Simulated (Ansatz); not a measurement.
# H4O2Si2: the cost of one run

Method: RKS PBE-D4/def2-SVP, in Ansatz 0.2.0.

## 1. The structure to begin with

Bond lengths: O1–Si2 1.511 Å, Si2–O3 1.623 Å, Si2–Si4 2.284 Å, O3–H5 0.956 Å, Si4–H6 1.470 Å, Si4–H7 1.468 Å, Si4–H8 1.469 Å. Angles: O1–Si2–O3 122.5°, O1–Si2–Si4 135.6°, O3–Si2–Si4 101.8°, Si2–O3–H5 123.5°, Si2–Si4–H6 110.6°, Si2–Si4–H7 109.7°, Si2–Si4–H8 112.7°, H6–Si4–H7 108.4°, H6–Si4–H8 108.2°, H7–Si4–H8 107.2°.

Coordinates:

```xyz
8

O     1.3649   -1.5807    1.3639
Si    0.7976   -0.4839    0.4924
O     1.7212    0.6867   -0.1493
Si   -1.2744    0.0697   -0.2941
H     2.6650    0.7489   -0.0127
H    -1.5223   -0.5711   -1.5939
H    -2.3003   -0.3888    0.6504
H    -1.4518    1.5193   -0.4567
```

## 2. End point A

Input file input.yaml:

```yaml
crystal:
  periodic: [false, false, false]
  atoms:
    - { symbol: O, position_ang: [1.36489, -1.58067, 1.36385] }
    - { symbol: Si, position_ang: [0.79761, -0.48395, 0.49236] }
    - { symbol: O, position_ang: [1.72123, 0.68667, -0.14927] }
    - { symbol: Si, position_ang: [-1.2744, 0.0697, -0.29411] }
    - { symbol: H, position_ang: [2.665, 0.7489, -0.01266] }
    - { symbol: H, position_ang: [-1.52226, -0.57114, -1.59392] }
    - { symbol: H, position_ang: [-2.30032, -0.38878, 0.65039] }
    - { symbol: H, position_ang: [-1.45176, 1.51927, -0.45665] }
basis:
  gaussian: { orbitals: def2-SVP }
hamiltonian:
  xc: pbe
  dispersion: d4
relax:
  f_tol: 0.015
  max_steps: 40
```

The run is started by

```sh
$ ansatz run input.yaml --threads 1 --pin off --max-ram 2048MiB --backend cpu --events-out ev --progress --plain --runs-dir out
```

What time and memory should one allow on 1 thread of Arm Neoverse V1, shared host?

About 41 s, with a peak of 0.11 GiB.
